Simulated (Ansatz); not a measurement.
# MP2/cc-pVDZ run of C2H4O2Si (SMILES C=C1O[SiH2]O1)

What is the vertical ionisation energy of C2H4O2Si at MP2/cc-pVDZ? 

The calculation is run with Ansatz 0.2.0.

56 further runs of the same task are left out: 56 set aside as unsound or not needed. Runs told in other sessions of the task aren't counted.

**1. Starting point**

C2H4O2Si has 9 atoms, charge 0, and is taken as a singlet. SMILES: `C=C1O[SiH2]O1`. The coordinates come from a PBE0-D4/def2-TZVP relaxation.

Bond lengths: C1–C2 1.319 Å, C2–O3 1.381 Å, O3–Si4 1.676 Å, C2–O5 1.381 Å, Si4–O5 1.676 Å, C1–H6 1.079 Å, C1–H7 1.079 Å, Si4–H8 1.478 Å, Si4–H9 1.478 Å. Some angles: C1–C2–O3 128.1°, C1–C2–O5 128.1°, O3–C2–O5 103.9°, C2–O3–Si4 87.6°, O3–Si4–O5 80.9°, C2–O5–Si4 87.6°, C2–C1–H6 119.7°, C2–C1–H7 119.7°, O3–Si4–H8 115.3°, O3–Si4–H9 115.3°.

**2. A single-point energy at MP2/cc-pVDZ**

File in.yaml:

```yaml
crystal:
  periodic: [false, false, false]
  atoms:
    - {symbol: C, position_ang: [0.527300, 1.358500, -1.129600]}
    - {symbol: C, position_ang: [0.157300, 0.383100, -0.322900]}
    - {symbol: O, position_ang: [-0.585200, 0.473600, 0.838200]}
    - {symbol: Si, position_ang: [-0.440000, -1.190500, 0.978300]}
    - {symbol: O, position_ang: [0.421700, -0.967300, -0.442100]}
    - {symbol: H, position_ang: [0.243100, 2.374800, -0.904500]}
    - {symbol: H, position_ang: [1.111300, 1.132600, -2.008400]}
    - {symbol: H, position_ang: [-1.701100, -1.949600, 0.840800]}
    - {symbol: H, position_ang: [0.354100, -1.661500, 2.132900]}
basis:
  gaussian:
    orbitals: cc-pVDZ
correlation:
  method: mp2
  frozen_orbitals: {C: 1, H: 0, O: 1, Si: 5}
accuracy: high
magnetization:
  spin_polarized: false
```

Run with:

```sh
$ ansatz run in.yaml --threads 1 --pin off --max-ram 3480MiB --events-out events.jsonl --progress --plain --runs-dir runs
```

Standard output:

```text
Warning: RAYON_NUM_THREADS=1 ignored (pool sized by the plan → 1); use --threads N
Functional definition: HF
  name "HF"
  exchange = exact_x
  correlation = 0
2196 factors; integrals over basis functions are off by at most 3.5e-9 eV
mean field evaluation 1: about -14057.4914 eV, gradient 4.0e1 eV
mean field evaluation 2: about -14057.6544 eV, gradient 4.0e1 eV
mean field evaluation 4: about -14061.2822 eV, gradient 3.5e0 eV
mean field evaluation 8: about -14061.3338 eV, gradient 3.2e-1 eV
mean field evaluation 16: about -14061.3345 eV, gradient 1.1e-8 eV
mean field -14061.33446674 eV, -516.7445105378 hartree, gradient 1.1e-8 eV, S^2 0.000000; 0 other end points of the search recorded, 0 dependent functions left out
9 core orbitals not correlated: weight in the atoms' cores, before any rotation towards them, 1.000 or more for the frozen orbitals, at most 0.000 for the correlated occupied ones
reference -14061.33446674 eV, -516.7445105378 hartree; 14, 14 occupied and 71, 71 virtual orbitals, 2196 factors
second order -19.43399423 eV of doubles, -0.00000000 eV of singles
Total energy: -14080.76846097 eV, -517.4586966529 hartree
```

It took 4.2 s on 1 thread of Arm Neoverse V1, shared host; peak memory 0.28 GiB.

**3. The doublet cation at the same level**

File run.yaml:

```yaml
crystal:
  periodic: [false, false, false]
  atoms:
    - {symbol: C, position_ang: [0.527300, 1.358500, -1.129600]}
    - {symbol: C, position_ang: [0.157300, 0.383100, -0.322900]}
    - {symbol: O, position_ang: [-0.585200, 0.473600, 0.838200]}
    - {symbol: Si, position_ang: [-0.440000, -1.190500, 0.978300]}
    - {symbol: O, position_ang: [0.421700, -0.967300, -0.442100]}
    - {symbol: H, position_ang: [0.243100, 2.374800, -0.904500]}
    - {symbol: H, position_ang: [1.111300, 1.132600, -2.008400]}
    - {symbol: H, position_ang: [-1.701100, -1.949600, 0.840800]}
    - {symbol: H, position_ang: [0.354100, -1.661500, 2.132900]}
basis:
  gaussian: {orbitals: cc-pVDZ}
total_charge: 1
magnetization: {spin_polarized: true, initial_magnetization: 1}
correlation: {method: mp2, frozen_orbitals: {C: 1, H: 0, O: 1, Si: 5}}
accuracy: high
```

Run with:

```sh
$ ansatz run run.yaml --threads 1 --pin off --max-ram 3480MiB --events-out events.jsonl --progress --plain --runs-dir runs
```

Standard output:

```text
Warning: RAYON_NUM_THREADS=1 ignored (pool sized by the plan → 1); use --threads N
Functional definition: HF
  name "HF"
  exchange = exact_x
  correlation = 0
2195 factors; integrals over basis functions are off by at most 3.5e-9 eV
mean field evaluation 1: about -14046.8615 eV, gradient 3.6e1 eV
mean field evaluation 2: about -14047.0347 eV, gradient 3.6e1 eV
mean field evaluation 4: about -14053.2833 eV, gradient 3.8e0 eV
mean field evaluation 8: about -14053.5108 eV, gradient 3.8e-1 eV
mean field evaluation 16: about -14053.5154 eV, gradient 9.8e-7 eV
mean field -14053.51541847 eV, -516.4571658141 hartree, gradient 2.1e-8 eV, S^2 0.758017; 0 other end points of the search recorded, 0 dependent functions left out
9 core orbitals not correlated: weight in the atoms' cores, before any rotation towards them, 1.000 or more for the frozen orbitals, at most 0.000 for the correlated occupied ones
reference -14053.51541847 eV, -516.4571658141 hartree; 14, 13 occupied and 71, 72 virtual orbitals, 2195 factors
second order -18.49105589 eV of doubles, -0.00000000 eV of singles
Total energy: -14072.00647436 eV, -517.1366995843 hartree
```

Run time: 5.1 s. Hardware: 1 thread of Arm Neoverse V1, shared host; peak memory 0.36 GiB.

**4. What came out**

Level: MP2/cc-pVDZ, 9 core orbitals frozen.

| quantity | value |
| --- | --- |
| singlet C2H4O2Si: total energy | -517.45870 Eh |
| singlet C2H4O2Si: correlation energy (9 core orbitals frozen) | -714.2 mEh |
| doublet cation: total energy | -517.13670 Eh |
| doublet cation: correlation energy (9 core orbitals frozen) | -679.5 mEh |
| doublet cation: ⟨S²⟩ of the reference determinant | 0.758 |
| vertical ionisation energy (to the doublet cation) | 8.762 eV |

What this shows: Removing an electron at fixed nuclei costs 8.76 eV (845 kJ/mol).
